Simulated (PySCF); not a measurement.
# F2Ge2H6P2 ((GeH3)2PPF2): the cost of one run

Programs: PySCF 2.14.0, with density-fitted response routines of our own. Each step states its level of theory. These are calculated values for one molecule, in the gas phase or a continuum, unless marked as measured. Atoms are numbered from 0 throughout.

## (1) The starting structure

12 atoms, charge 0, multiplicity 1; geometry from: GFN2-xTB.

Bonds of the start (Å): F0–P1 1.62, P1–F2 1.62, P1–P3 2.18, P3–Ge4 2.31, P3–Ge5 2.31, Ge4–H6 1.50, Ge4–H7 1.50, Ge4–H8 1.50, Ge5–H9 1.50, Ge5–H10 1.50, Ge5–H11 1.50.

## (2) Relaxing the molecule at PBE0-D3(BJ)/def2-SVP

What the job is given:

```
{"job": {"xc": "PBE0", "basis": "def2-SVP", "d3": "d3bj", "grid": 1, "kind": "geom"}, "charge": 0, "multiplicity": 1}
F      2.439954    -1.326398     1.245488
P      0.825785    -1.289114     1.161937
F      0.689378    -2.845573     0.744921
P      0.645555    -0.428907    -0.827703
Ge    -1.655034    -0.548557    -0.612760
Ge     0.863030     1.670781     0.118804
H     -2.320137     0.297682    -1.656685
H     -2.201166    -0.115070     0.719689
H     -2.104460    -1.961017    -0.834829
H      0.070833     1.895406     1.376937
H      0.445268     2.728860    -0.857888
H      2.302194     1.921221     0.454940
```

The run is started by

```bash
$ OMP_NUM_THREADS=1 python probes_run.py task.json out
```

This one command runs all jobs of the session in turn.

**Question.** How long does this first job take on 1 thread of Arm Neoverse V1, shared host, and how much memory does it need?

About 4.2 min, with a peak of 0.75 GiB.
